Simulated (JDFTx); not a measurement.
# La (P6_3/mmc) in JDFTx: relaxation of cell and atoms with r2SCAN

Aim: the relaxation of cell and atoms of La with r2SCAN.

Program: JDFTx 1.7.0 (patched build). These are calculated values, not measurements. Logs are shortened: lines on timing, memory, paths and dates and some standing lists are left out, and cuts for length are marked. The log counts tension as positive stress, the text compression.

### Step 1. Starting point

The structure is hexagonal, space group P6_3/mmc (No. 194). Conventional cell: a = 3.770 Å, b = 3.770 Å, c = 12.159 Å, α = 90.00°, β = 90.00°, γ = 120.00°. La (site symmetry -6m2) is surrounded by 12 La at 3.74 to 3.77 Å. Around La (site symmetry -3m) lie 12 La at 3.74 to 3.77 Å.

### Step 2. Relaxation of cell and atoms, r2SCAN

Contents of La.in:

```
lattice Hexagonal 7.1242674898 22.9771799493
coords-type Lattice
ion La     0.6666666667     0.3333333333     0.2500000000 1
ion La     0.3333333333     0.6666666667     0.7500000000 1
ion La     0.0000000000     0.0000000000     0.5000000000 1
ion La     0.0000000000     0.0000000000     0.0000000000 1

ion-species pseudo/La.upf
elec-cutoff 40 320
elec-ex-corr mgga-x-r2scan mgga-c-r2scan
kpoint-folding 3 3 1
elec-smearing Fermi 0.0018374661
elec-n-bands 30
electronic-SCF nIterations 100 energyDiffThreshold 1e-09
electronic-minimize nIterations 30 energyDiffThreshold 1e-7
forces-output-coords Cartesian
lattice-minimize nIterations 40 energyDiffThreshold 1e-6

dump-name run.$VAR
dump End Ecomponents EigStats BandEigs Kpoints Forces Stress ElecDensity KEdensity
```

Potentials or basis: SG15-PBE-1.2 with smoothed tails.

Command:

```
$ jdftx -c 1 -i La.in -o La.out
```

The program printed:

```text
*************** JDFTx 1.7.0 (patched build) ***************

Input parsed successfully to the following command list (including defaults):
[... the input with its defaults ...]

---------- Setting up symmetries ----------

Found 24 point-group symmetries of the bravais lattice
Found 24 space-group symmetries with basis
Applied RMS atom displacement 2.90847e-10 bohrs to make symmetries exact.

---------- Initializing the Grid ----------
R =
[      7.12427     -3.56213            0  ]
[            0       6.1698            0  ]
[            0            0      22.9772  ]
unit cell volume = 1009.97
G =
[   0.881941   0.509189         -0  ]
[          0    1.01838          0  ]
[          0         -0   0.273453  ]
Minimum fftbox size, Smin = [  60  60  188  ]
Chosen fftbox size, S = [  60  60  192  ]

---------- Initializing tighter grid for wavefunction operations ----------
R =
[      7.12427     -3.56213            0  ]
[            0       6.1698            0  ]
[            0            0      22.9772  ]
unit cell volume = 1009.97
G =
[   0.881941   0.509189         -0  ]
[          0    1.01838          0  ]
[          0         -0   0.273453  ]
Minimum fftbox size, Smin = [  44  44  132  ]
Chosen fftbox size, S = [  48  48  140  ]

---------- Exchange Correlation functional ----------
Initialized LibXC exchange functional 'Re-regularized SCAN exchange by Furness et al'
Initialized LibXC correlation functional 'Re-regularized SCAN correlation by Furness et al'

---------- Setting up pseudopotentials ----------
Width of ionic core gaussian charges (only for fluid interactions / plotting) set to 0

Reading pseudopotential file 'pseudo/La.upf':
  'La' pseudopotential, 'PBE' functional
  Generated using ONCVPSP code by D. R. Hamann
  11 valence electrons, 0 orbitals, 8 projectors, 602 radial grid points, with lMax = 3
  Core radius for overlap checks: 2.50 bohrs.

Initialized 1 species with 4 total atoms.

Folded 1 k-points by 3x3x1 to 9 k-points.

---------- Setting up k-points, bands, fillings ----------
Reduced to 3 k-points under symmetry.
Computing the number of bands and number of electrons
Calculating initial fillings.
nElectrons:  44.000000   nBands: 30   nStates: 3

----- Setting up reduced wavefunction bases (one per k-point) -----
average nbasis = 12202.556 , ideal nbasis = 12203.707

---------- Setting up ewald sum ----------
Optimum gaussian width for ewald sums = 3.176894 bohr.
Real space sum over 1183 unit cells with max indices [  6  6  3  ]
Reciprocal space sum over 3025 terms with max indices [  5  5  12  ]

---------- Allocating electronic variables ----------
Initializing wave functions:  (No orbitals for LCAO)  bandwidth-limited random numbers

--------- Lattice Minimization ---------

Setting the auxilliary hamiltonian equal to the subspace hamiltonian.

-------- Electronic minimization -----------
Will mix electronic and kinetic density at each iteration.
	FillingsUpdate:  mu: +0.723277022  nElectrons: 44.000000
	FillingsUpdate:  mu: +0.150164131  nElectrons: 44.000000
SCF: Cycle:  0   F: -123.469740248705293   dF: -3.027e+01   |Residual|: 3.378e+00   |deigs|: 9.231e-01
	FillingsUpdate:  mu: +0.263979910  nElectrons: 44.000000
SCF: Cycle:  1   F: -124.473829657943455   dF: -1.004e+00   |Residual|: 2.440e+00   |deigs|: 2.359e-01
	FillingsUpdate:  mu: +0.483795233  nElectrons: 44.000000
SCF: Cycle:  2   F: -125.653672662650436   dF: -1.180e+00   |Residual|: 2.249e+00   |deigs|: 6.044e-01
	FillingsUpdate:  mu: +0.403075503  nElectrons: 44.000000
SCF: Cycle:  3   F: -127.797369816824329   dF: -2.144e+00   |Residual|: 3.173e-01   |deigs|: 2.541e-01
	FillingsUpdate:  mu: +0.405313421  nElectrons: 44.000000
SCF: Cycle:  4   F: -127.784269232494339   dF: +1.310e-02   |Residual|: 2.531e-01   |deigs|: 1.100e-02
	FillingsUpdate:  mu: +0.395472406  nElectrons: 44.000000
SCF: Cycle:  5   F: -127.698523447188975   dF: +8.575e-02   |Residual|: 6.571e-01   |deigs|: 3.924e-02
	FillingsUpdate:  mu: +0.397859932  nElectrons: 44.000000
SCF: Cycle:  6   F: -127.736611748471347   dF: -3.809e-02   |Residual|: 5.872e-01   |deigs|: 9.673e-03
	FillingsUpdate:  mu: +0.406790514  nElectrons: 44.000000
SCF: Cycle:  7   F: -127.795595976611580   dF: -5.898e-02   |Residual|: 2.648e-01   |deigs|: 3.551e-02
	FillingsUpdate:  mu: +0.406649954  nElectrons: 44.000000
SCF: Cycle:  8   F: -127.823117426316756   dF: -2.752e-02   |Residual|: 1.224e-01   |deigs|: 8.303e-03
	FillingsUpdate:  mu: +0.406984865  nElectrons: 44.000000
SCF: Cycle:  9   F: -127.825009064211812   dF: -1.892e-03   |Residual|: 2.140e-02   |deigs|: 7.420e-03
	FillingsUpdate:  mu: +0.406123667  nElectrons: 44.000000
[... 48 further cycles ...]
SCF: Cycle: 58   F: -127.827432828923705   dF: -4.618e-09   |Residual|: 2.140e-04   |deigs|: 2.514e-07
	FillingsUpdate:  mu: +0.406151773  nElectrons: 44.000000
SCF: Cycle: 59   F: -127.827432831785103   dF: -2.861e-09   |Residual|: 1.540e-04   |deigs|: 1.085e-06
	FillingsUpdate:  mu: +0.406152207  nElectrons: 44.000000
[... 47 lines left out ...]
# Energy components:
   Eewald =     -110.5825243203992159
       EH =       15.4457797636851257
     Eloc =      -57.5379294905482581
      Enl =       11.4168443363834786
      Exc =      -17.2509758768793269
       KE =       30.6841149183801569
-------------------------------------
     Etot =     -127.8246906693780289
       TS =        0.0027421750062259
-------------------------------------
        F =     -127.8274328443842478

LatticeMinimize: Iter:   0  F: -127.827432844384248  |grad|_K:  2.432e-02

-------- Electronic minimization -----------
Will mix electronic and kinetic density at each iteration.
	FillingsUpdate:  mu: +0.406152661  nElectrons: 44.000000
	FillingsUpdate:  mu: +0.407482205  nElectrons: 44.000000
SCF: Cycle:  0   F: -127.827991629734640   dF: -2.489e-04   |Residual|: 1.055e-02   |deigs|: 7.180e-06
	FillingsUpdate:  mu: +0.407368093  nElectrons: 44.000000
SCF: Cycle:  1   F: -127.828016858258806   dF: -2.523e-05   |Residual|: 5.603e-03   |deigs|: 5.043e-04
	FillingsUpdate:  mu: +0.407243102  nElectrons: 44.000000
[... 23 further cycles ...]
SCF: Cycle: 25   F: -127.828028735735458   dF: -5.272e-10   |Residual|: 4.847e-05   |deigs|: 7.225e-08
	FillingsUpdate:  mu: +0.407213077  nElectrons: 44.000000
SCF: Cycle: 26   F: -127.828028736395524   dF: -6.601e-10   |Residual|: 4.683e-05   |deigs|: 5.625e-08
SCF: Converged (|Delta E|<1.000000e-09 for 2 iters).

Setting wave functions to eigenvectors of Hamiltonian
LatticeMinimize: 	Wolfe criterion not satisfied: alpha: 1  (E-E0)/|gdotd0|: -1.00789  gdotd/gdotd0: 1.01446 (taking cubic step)

-------- Electronic minimization -----------
Will mix electronic and kinetic density at each iteration.
	FillingsUpdate:  mu: +0.407213077  nElectrons: 44.000000
	FillingsUpdate:  mu: +0.409880677  nElectrons: 44.000000
SCF: Cycle:  0   F: -127.829098836274113   dF: -9.994e-04   |Residual|: 2.116e-02   |deigs|: 2.874e-05
	FillingsUpdate:  mu: +0.409638782  nElectrons: 44.000000
SCF: Cycle:  1   F: -127.829199131076720   dF: -1.003e-04   |Residual|: 1.128e-02   |deigs|: 1.006e-03
	FillingsUpdate:  mu: +0.409369823  nElectrons: 44.000000
[... 29 further cycles ...]
SCF: Cycle: 31   F: -127.829246297287497   dF: -5.272e-10   |Residual|: 1.958e-05   |deigs|: 1.031e-07
	FillingsUpdate:  mu: +0.409307394  nElectrons: 44.000000
SCF: Cycle: 32   F: -127.829246298054102   dF: -7.666e-10   |Residual|: 1.945e-05   |deigs|: 7.538e-07
[... 424 lines left out ...]
# Energy components:
   Eewald =     -116.2137256929709963
       EH =       13.5000128458179152
     Eloc =      -50.1883792803470357
      Enl =       11.3237942044999205
      Exc =      -17.4827189888025885
       KE =       31.2074202932284628
-------------------------------------
     Etot =     -127.8535966185743007
       TS =        0.0016151720937849
-------------------------------------
        F =     -127.8552117906680792

LatticeMinimize: Iter:   6  F: -127.855211790668079  |grad|_K:  2.051e-06  alpha:  1.634e+00  linmin: -6.094e-01
LatticeMinimize: Converged (|Delta F|<1.000000e-06 for 2 iters).

Dumping 'run.eigStats' ...
	eMin: -0.779841 at state 0 ( [ +0.000000 +0.000000 +0.000000 ] spin 0 )
	HOMO: +0.472477 at state 1 ( [ +0.000000 +0.333333 +0.000000 ] spin 0 )
	mu  : +0.473782
	LUMO: +0.500242 at state 0 ( [ +0.000000 +0.000000 +0.000000 ] spin 0 )
	eMax: +0.622755 at state 1 ( [ +0.000000 +0.333333 +0.000000 ] spin 0 )
	HOMO-LUMO gap: +0.027765
	Optical gap  : +0.036271 at state 1 ( [ +0.000000 +0.333333 +0.000000 ] spin 0 )
Done!
[note: the HOMO, LUMO and gaps printed at the end count levels as full or empty at half filling, so they show a gap where a level is partly filled]
```

Wall time 73 min (1 thread of Arm Neoverse V2, shared host); peak memory 0.46 GiB.

These settings aren't checked as converged: the numbers below hold their error.

Results:

```yaml
Free_energy: -3479.1176 eV
Relaxed_volume: 31.91 Å³/atom
Relaxed_cell: a = 3.394 Å, b = 3.394 Å, c = 12.797 Å, α = 90.00°, β = 90.00°, γ = 120.00°
Space_group_after_relaxing_to_0.05_Å: P6_3/mmc (No. 194)
Energy_gained_by_relaxing: 189.0 meV/atom
Ionic_steps: 7
Pressure_after_relaxing: 0.0 GPa
Band_gap_on_the_k_mesh: none (metal or under the smearing width)
```

Caveat: the k mesh is coarse (spacing up to 0.64 Å⁻¹), so the values aren't converged; the plane waves are those of the starting cell, so after so large a change of volume the result is rough; the potentials were made for another functional, which shifts forces and pressure; the volume moved by -15 % from the deposited cell, more than functionals usually miss.
